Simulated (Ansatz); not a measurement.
# ClH7OW: the cost of one run

All numbers below are computed with Ansatz 0.2.0 (RKS BLYP/def2-SVP).

## 1. Starting point

Bond lengths: W1–H2 2.070 Å, W1–H3 1.720 Å, W1–H4 1.720 Å, W1–Cl5 2.390 Å, W1–H6 1.720 Å, W1–H7 1.720 Å, W1–O8 2.240 Å, Cl5–H9 1.207 Å, O8–H9 1.010 Å, W1–H10 2.196 Å. Angles (14 of 35 angles, heavy atoms first): Cl5–W1–O8 44.5°, W1–Cl5–O8 63.2°, W1–O8–Cl5 72.3°, H2–W1–Cl5 90.0°, H2–W1–O8 71.6°, H3–W1–Cl5 180.0°, H3–W1–O8 135.5°, H4–W1–Cl5 90.0°, H4–W1–O8 51.2°, Cl5–W1–H6 90.0°, Cl5–W1–H7 90.0°, Cl5–W1–H10 68.8°, H6–W1–O8 128.8°, H7–W1–O8 108.4°.

As a file:

```xyz
10

W     0.0000    0.0000    0.0000
H     0.0000    0.0000    2.0700
H     1.7200    0.0000    0.0000
H     0.0000    1.7200    0.0000
Cl   -2.3900    0.0000    0.0000
H     0.0000   -1.7200    0.0000
H     0.0000    0.0000   -1.7200
O    -1.5969    1.4031    0.7063
H    -2.4693    1.1782    0.2499
H    -0.7937    0.6974    1.9256
```

## 2. A restrained relaxation towards end A

Springs on the bonds that form and break draw the guess towards this end; the thresholds are loose.

File input.yaml:

```yaml
crystal:
  periodic: [false, false, false]
  atoms:
    - { symbol: W, position_ang: [0.0, 0.0, 0.0] }
    - { symbol: H, position_ang: [0.0, 0.0, 2.07] }
    - { symbol: H, position_ang: [1.72, 0.0, 0.0] }
    - { symbol: H, position_ang: [0.0, 1.72, 0.0] }
    - { symbol: Cl, position_ang: [-2.39, 0.0, 0.0] }
    - { symbol: H, position_ang: [0.0, -1.72, 0.0] }
    - { symbol: H, position_ang: [0.0, 0.0, -1.72] }
    - { symbol: O, position_ang: [-1.5969, 1.4031, 0.7063] }
    - { symbol: H, position_ang: [-2.4693, 1.1782, 0.2499] }
    - { symbol: H, position_ang: [-0.7937, 0.6974, 1.9256] }
basis:
  gaussian: { orbitals: def2-SVP }
hamiltonian:
  xc: blyp
relax:
  f_tol: 0.15
  max_steps: 25
  restrain:
    - { distance: [0, 7], at: 3.14, k: 30.0 }
    - { distance: [9, 1], at: 1.86, k: 30.0 }
    - { distance: [0, 1], at: 1.72, k: 30.0 }
    - { distance: [9, 7], at: 1.01, k: 30.0 }
```

Command:

```
$ ansatz run input.yaml --threads 2 --pin off --max-ram 3072MiB --backend cpu --events-out ev --progress --plain --runs-dir out
```

Q: Estimate wall time and peak memory on 2 threads of Arm Neoverse V1, shared host.

About 47 s, with a peak of 0.2 GiB.
